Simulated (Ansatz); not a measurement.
# Dy3GaS2: the cost of one run

Program: Ansatz 0.2.0. Level of theory: DFT PBE, scalar-relativistic, plane waves, PAW; 4f electrons in the core of a trivalent norm-conserving potential, unless a step names another level. These are calculated values, not measurements.

5 further runs of the same task are left out: 1 that didn't finish, 4 set aside as unsound or not needed. Runs told in other sessions of the task aren't counted.

### 1 The formula and the candidates

Pauling electronegativities: Dy 1.22, Ga 1.81, S 2.58 (spread 1.36). No set of common oxidation states balances it. Tabulated atomic sizes suggest about 23 Å³/atom. 22 candidates were drawn, by swapping species into database cells of other compounds, at random by space group and Wyckoff sites, or by hand, as the table says:

```csv
name,made from,space group no.,Wyckoff sites,atoms (primitive cell),V (Å³/atom)
c01,random,10,"Dy 1e, 2l; Ga 1d; S 1c, 1b",6,27.3
c02,random,123,"Dy 1c, 2h; Ga 1b; S 2f",6,28.1
c03,random,123,"Dy 2g, 1b; Ga 1a; S 1d, 1c",6,23.3
c04,random,115,"Dy 2g, 1b; Ga 1d; S 1a, 1c",6,28.1
c05,database cell of Li3CeBi2,164,"Dy 2d, 1b; Ga 1a; S 2d",6,27.4
c06,random,189,Dy 3g; Ga 1b; S 2c,6,27.5
c07,random,164,"Dy 2d, 1a; Ga 1b; S 2c",6,27.8
c08,random,139,"Dy 4c, 2b; Ga 2a; S 4d",6,26.3
c10,random,139,"Dy 4e, 2b; Ga 2a; S 4c",6,27.6
c11,random,191,Dy 3g; Ga 1b; S 2e,6,23.7
c12,random,139,"Dy 4e, 2b; Ga 2a; S 4d",6,27.1
c13,database cell of CsCu3S2,164,Dy 3e; Ga 1b; S 2d,6,28.1
c14,random,99,"Dy 2c, 1b; Ga 1a; S 1b, 1a",6,27.1
c15,random,187,"Dy 2i, 1e; Ga 1b; S 2g",6,24.0
c16,random,166,Dy 9e; Ga 3b; S 6c,6,22.9
c17,random,71,"Dy 4g, 2b; Ga 2a; S 4j",6,27.4
c18,random,38,"Dy 4e, 2a; Ga 2a; S 4d",6,28.4
c19,database cell of HoSi2Rh3,191,Dy 3g; Ga 1a; S 2c,6,23.6
c20,random,65,"Dy 4e, 2b; Ga 2a; S 4l",6,26.5
c21,database cell of Ca2H3Br,164,"Dy 2d, 1a; Ga 1b; S 2d",6,20.4
c22,random,187,"Dy 2h, 1c; Ga 1f; S 2g",6,27.3
c23,random,191,"Dy 2c, 1b; Ga 1a; S 2d",6,25.6
```

### 2 Screening run of c11

input.yaml reads:

```yaml
crystal:
  lattice:
    - [5.3959791, 0.0, 0.0]
    - [-2.69798955, 4.67305498, 0.0]
    - [0.0, 0.0, 5.64248206]
  atoms:
    - { symbol: Dy, position: [0.5, 0.0, 0.5] }
    - { symbol: Dy, position: [0.0, 0.5, 0.5] }
    - { symbol: Dy, position: [0.5, 0.5, 0.5] }
    - { symbol: Ga, position: [0.0, 0.0, 0.5] }
    - { symbol: S, position: [0.0, 0.0, 0.82564138] }
    - { symbol: S, position: [0.0, 0.0, 0.17435862] }
basis:
  ecutwfc: 630
kpoints:
  mp_grid: { grid: [4, 4, 3] }
hamiltonian:
  xc: pbe
  pseudopotentials:
    kind: paw
    azcp: { Dy: "pseudopotentials/pbe/nc/lanthanide_3plus/Dy.nc.azcp" }
scf:
  occupations: { method: gaussian, width: 0.2 }
  lower_state_search: "off"
output:
  forces: true
  stress: true
  eigenvalues: true
relax:
  adjacent_minimum: "off"
  f_tol: 0.08
  max_steps: 16
  cell: { stress_tol: 0.8 }
```

Run with:

```bash
> ansatz run input.yaml --threads 1 --pin off --max-ram 2816MiB --backend cpu --events-out ev --progress --plain --runs-dir out
```

Q: Estimate wall time and peak memory on 1 thread of Arm Neoverse V2, shared host.

About 82 s, with a peak of 0.56 GiB.
